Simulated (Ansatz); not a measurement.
# C₂H₆BCl: a ladder of functionals and wavefunction methods

How much do the methods differ for C₂H₆BCl? The plan is to run it at one geometry with functionals of several rungs and with coupled cluster, and see how far each lands from CCSD(T) at the basis-set limit for the atomisation energy.

Method: functionals in def2-TZVPP, the program's frozen cores in correlated methods; program: Ansatz 0.2.0, Gaussian basis.

Plan: LDA (SPW92), PBE-D4, revPBE-D4, BLYP-D4, r2SCAN-D4, B97M-V, PBE0-D4, B3LYP-D4, r2SCANh-D4, r2SCAN0-D4, HSE06-D4, BHLYP-D4, CAM-B3LYP-D4, LC-ωPBE, ωB97X-V, ωB97M-V, B2PLYP, PBE-QIDH; CCSD(T)/def2-SVP; CCSD(T)/def2-TZVPP; MP2/def2-QZVPP; extrapolation to the limit; RPA on PBE.

**1. The geometry**

The geometry comes from an earlier relaxation with PBE0-D4 in a triple-zeta def2 set; it is a stationary point, not always the lowest conformer.

10 atoms, charge 0, spin multiplicity 1.

Atoms are counted from 1 here; the program's logs count them from 0.

Bond lengths: B1–C2 1.555 Å, B1–H5 1.197 Å, B1–H6 1.197 Å, C2–C3 1.511 Å, C2–H7 1.095 Å, C2–H8 1.107 Å, C3–Cl4 1.790 Å, C3–H9 1.090 Å, C3–H10 1.089 Å. Angles: C2–B1–H5 119.9°, C2–B1–H6 120.9°, H5–B1–H6 119.0°, B1–C2–C3 116.8°, B1–C2–H7 112.1°, B1–C2–H8 103.3°, C3–C2–H7 110.8°, C3–C2–H8 108.6°, H7–C2–H8 104.1°, C2–C3–Cl4 110.4°, C2–C3–H9 111.6°, C2–C3–H10 113.1°, Cl4–C3–H9 106.2°, Cl4–C3–H10 106.0°, H9–C3–H10 109.1°.

**2. LDA**

This LDA is Slater exchange with PW92 correlation.

Input file in.yaml:

```yaml
crystal:
  periodic: [false, false, false]
  atoms:
    - {symbol: B, position_ang: [-1.203200, 0.752399, -0.289164]}
    - {symbol: C, position_ang: [-0.306736, -0.506365, -0.115905]}
    - {symbol: C, position_ang: [1.098289, -0.277153, 0.390005]}
    - {symbol: Cl, position_ang: [2.050328, 0.651436, -0.808305]}
    - {symbol: H, position_ang: [-2.230631, 0.674554, -0.897787]}
    - {symbol: H, position_ang: [-0.919468, 1.787575, 0.241421]}
    - {symbol: H, position_ang: [-0.300219, -1.133527, -1.013538]}
    - {symbol: H, position_ang: [-0.857027, -1.110114, 0.631104]}
    - {symbol: H, position_ang: [1.104439, 0.312949, 1.306156]}
    - {symbol: H, position_ang: [1.647423, -1.202853, 0.558813]}
basis:
  gaussian: {orbitals: def2-TZVPP}
hamiltonian: {xc: lda}
output: {orbitals: {seedname: orbitals}}
```

The run is started by

```sh
$ ansatz run in.yaml --threads 2 --pin off --events-out ev --progress --plain --max-ram 4352MiB
```

Further steps of the session: PBE-D4 (GGA); revPBE-D4 (GGA); BLYP-D4 (GGA); r2SCAN-D4 (meta-GGA); B97M-V (meta-GGA); PBE0-D4 (hybrid); B3LYP-D4 (hybrid); r2SCANh-D4 (hybrid); r2SCAN0-D4 (hybrid); HSE06-D4 (hybrid); BHLYP-D4 (hybrid); CAM-B3LYP-D4 (range-separated); LC-ωPBE (range-separated); ωB97X-V (range-separated); ωB97M-V (range-separated); B2PLYP (double hybrid); PBE-QIDH (double hybrid); CCSD(T) in def2-SVP; CCSD(T) in def2-TZVPP; MP2 in def2-QZVPP; RPA on PBE orbitals.

**Question.** What will the summary of the whole plan be? Wanted: atomisation energy, CCSD(T)/CBS; farthest beyond LDA; mean size of error, GGA; mean size of error, meta-GGA; mean size of error, hybrid; mean size of error, range-separated; mean size of error, double hybrid; gap, smallest and largest; T1 diagnostic.

As calculated:

```
                               quantity                                                                             value
        atomisation energy, CCSD(T)/CBS                                                                     3596.8 kJ/mol
 functionals within 18.0 kJ/mol (0.5 %)  revPBE-D4, BLYP-D4, B3LYP-D4, r2SCANh-D4, r2SCAN0-D4, LC-ωPBE, ωB97X-V, PBE-QIDH
                    farthest beyond LDA                                                             PBE-D4 (+70.4 kJ/mol)
                mean size of error, GGA                                                                       29.1 kJ/mol
           mean size of error, meta-GGA                                                                       26.8 kJ/mol
             mean size of error, hybrid                                                                       26.9 kJ/mol
    mean size of error, range-separated                                                                       18.5 kJ/mol
      mean size of error, double hybrid                                                                       17.3 kJ/mol
              gap, smallest and largest                                         4.22 eV (LDA (SPW92)), 12.05 eV (LC-ωPBE)
                          T1 diagnostic                                                                            0.0092
triples share of the correlation energy                                                                             3.8 %
```

In words: The LDA atomisation energy is off by 483.7 kJ/mol (13 %): it overbinds. PBE-D4 misses by +70.4 kJ/mol. Double hybrids carry the basis error of their MP2 part in triple zeta, and no dispersion term here, so their miss is partly the set-up's. Taken by rung, double hybrid functionals do best (17.3 kJ/mol on average) and GGA ones worst beyond LDA (29.1 kJ/mol). The gap between the best rungs is small, so their order is not settled. The reference freezes the cores and leaves out relativity and excitations past (T), so misses under about 18.0 kJ/mol can't be ranked. Hartree-Fock recovers 77 % of the binding; the rest is correlation. CCSD(T) in def2-SVP is off by -150.5 kJ/mol, so the small basis spoils what the method gains. Orbital gaps span 4.2 to 12.1 eV; exact exchange widens them.
